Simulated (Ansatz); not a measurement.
# Mg2Sb3 (P-3m1): charge-density difference against the sublattices, by script

Wanted for Mg2Sb3 (P-3m1): a charge-density difference against the sublattices.

All numbers are computed with Ansatz 0.2.0 through its Python package. Level of theory: DFT LDA, plane waves, PAW.

## Step 1: The structure

The structure is trigonal, space group P-3m1 (No. 164). Conventional cell: a = 4.695 Å, b = 4.695 Å, c = 7.490 Å, α = 90.00°, β = 90.00°, γ = 120.00°. Mg (site symmetry 3m) has 7 Sb at 2.98 to 3.32 Å as nearest neighbours. Sb (site symmetry 3m) has 3 Sb at 2.97 Å and 4 Mg at 3.11 to 3.32 Å as nearest neighbours. Sb (site symmetry -3m) is surrounded by 6 Mg at 2.98 Å.

No structure file is read: the coordinates are typed or built in the script.

## Step 2: Script

The input, drho_mg2sb3.py:

```python
"""Density of Mg2Sb3 less that of its sublattices."""

import ansatz as az
import numpy as np

vectors0 = np.array([
    [4.69536, 0.0, 0.0],
    [-2.34768, 4.0663, 0.0],
    [0.0, 0.0, 7.49033],
])
sites = [
    ("Mg", (1 / 3, 2 / 3, 0.16483)),
    ("Mg", (2 / 3, 1 / 3, 0.83517)),
    ("Sb", (1 / 3, 2 / 3, 0.58027)),
    ("Sb", (2 / 3, 1 / 3, 0.41973)),
    ("Sb", (0.0, 0.0, 0.0)),
]


def build(cell):
    crystal = az.Crystal(lattice=az.Lattice.of(cell))
    for symbol, position in sites:
        crystal = crystal.atom(symbol, position)
    return crystal


def main() -> None:
    # one cutoff and one grid for all runs, so that the fields can be subtracted
    def solve(crystal):
        return (
            crystal.calculation()
            .scf(tolerance=1e-05, algorithm="density_mixing", self_checks="high")
            .functional("lda")
            .occupations("fermi_dirac", width=0.05)
            .basis(460, grid_basis="typed")
            .kpoints(6, 6, 3)
            .density()
            .run(threads=1)
        )


    whole = solve(build(vectors0))
    difference = whole.density().channels[0].density_e_per_ang3.copy()
    binding = whole.report["free_energy_ev"]
    for element in ["Mg", "Sb"]:
        part = az.Crystal(lattice=az.Lattice.of(vectors0))
        for symbol, position in sites:
            if symbol == element:
                part = part.atom(symbol, position)
        alone = solve(part)
        difference -= alone.density().channels[0].density_e_per_ang3
        binding -= alone.report["free_energy_ev"]
        print(f"{element} sublattice: {alone.report['n_electrons']:g} electrons, {alone.report['n_iterations']} iterations")

    voxel = abs(np.linalg.det(vectors0)) / difference.size
    print(f"energy of the crystal less its unpolarised sublattices: {binding / len(sites):.4f} eV/atom")
    print(f"net charge of the difference {difference.sum() * voxel:.5f} e, charge rearranged {0.5 * np.abs(difference).sum() * voxel:.3f} e")
    print(f"extremes {difference.min():.4f} and {difference.max():.4f} e/A^3")
    for (symbol, position) in sites:
        index = tuple(int(round(p * n)) % n for p, n in zip(position, difference.shape))
        print(f"  change of the pseudo-density at the grid point nearest {symbol}: {difference[index]:+.4f} e/A^3")


if __name__ == "__main__":
    main()
```

## Step 3: What the engine is handed

The engine receives this input (first run):

```yaml
crystal:
  lattice:
    - [4.69536, 0.0, 0.0]
    - [-2.34768, 4.0663, 0.0]
    - [0.0, 0.0, 7.49033]
  atoms:
    - { symbol: Mg, position: [0.3333333333333333, 0.6666666666666666, 0.16483] }
    - { symbol: Mg, position: [0.6666666666666666, 0.3333333333333333, 0.83517] }
    - { symbol: Sb, position: [0.3333333333333333, 0.6666666666666666, 0.58027] }
    - { symbol: Sb, position: [0.6666666666666666, 0.3333333333333333, 0.41973] }
    - { symbol: Sb, position: [0.0, 0.0, 0.0] }
basis:
  ecutwfc: 460.0
  fft_grid_basis: typed
kpoints:
  mp_grid:
    grid: [6, 6, 3]
hamiltonian:
  xc: lda
scf:
  algorithm: density_mixing
  self_checks: high
  convergence:
    dr2_threshold: 1.0e-05
  occupations:
    method: fermi_dirac
    width: 0.05
output:
  write_density: true
```

## Step 4: Launch

On the command line:

```sh
python drho_mg2sb3.py
```

Output:

```text
Mg sublattice: 20 electrons, 6 iterations
Sb sublattice: 45 electrons, 6 iterations
energy of the crystal less its unpolarised sublattices: -1.2583 eV/atom
net charge of the difference -0.00000 e, charge rearranged 0.811 e
extremes -0.0394 and 0.0849 e/A^3
  change of the pseudo-density at the grid point nearest Mg: -0.0186 e/A^3
  change of the pseudo-density at the grid point nearest Mg: -0.0186 e/A^3
  change of the pseudo-density at the grid point nearest Sb: +0.0034 e/A^3
  change of the pseudo-density at the grid point nearest Sb: +0.0034 e/A^3
  change of the pseudo-density at the grid point nearest Sb: +0.0849 e/A^3
```

It took 11 s on 1 thread of Arm Neoverse V2, shared host; peak memory 0.46 GiB.

## Step 5: What changed from run to run

The engine's inputs for the other runs:

Run 2, against run 1:

```diff
@@ -9,3 +8,0 @@
-    - { symbol: Sb, position: [0.3333333333333333, 0.6666666666666666, 0.58027] }
-    - { symbol: Sb, position: [0.6666666666666666, 0.3333333333333333, 0.41973] }
-    - { symbol: Sb, position: [0.0, 0.0, 0.0] }
```

Run 3, against run 1:

```diff
@@ -7,2 +6,0 @@
-    - { symbol: Mg, position: [0.3333333333333333, 0.6666666666666666, 0.16483] }
-    - { symbol: Mg, position: [0.6666666666666666, 0.3333333333333333, 0.83517] }
```

## Step 6: What the script built

Run 3 starts from these 3 atoms:

```xyz
3
Lattice="4.695 0.000 0.000 -2.348 4.066 0.000 0.000 0.000 7.490" Properties=species:S:1:pos:R:3 pbc="T T T"
Sb    0.000    2.711    4.346
Sb    2.348    1.355    3.144
Sb    0.000    0.000    0.000
```

## Step 7: The engine's runs

One row for each of the 3 runs:

```csv
run,system,energy (eV/atom),volume (Å³/atom),SCF cycles,CPU time (s)
1,Mg2Sb3 (5 atoms),-4562.2422,28.60,6,5.1
2,Mg (2 atoms),-1900.3935,71.51,6,1.5
3,Sb (3 atoms),-6334.7109,47.67,6,3.7
```

Energies are free energies F = E - TS of the smeared occupations. Totals carry meaning only in balanced differences at one level of theory.

## Step 8: Outcome

| quantity | value |
| --- | --- |
| crystal less its sublattices | -1.2583 eV/atom |
| runs compared | 3 |

**Reading.** All 3 runs converged. Caveats:
- The fields are valence quantities on the plane-wave grid; their values near the nuclei depend on the potentials.
- This cell is a computed structure, which may not be the phase found in nature.
- Charge moved counts every rearrangement, bonding and polarisation too, and is no transfer between atoms; the bare sublattices are artificial references.
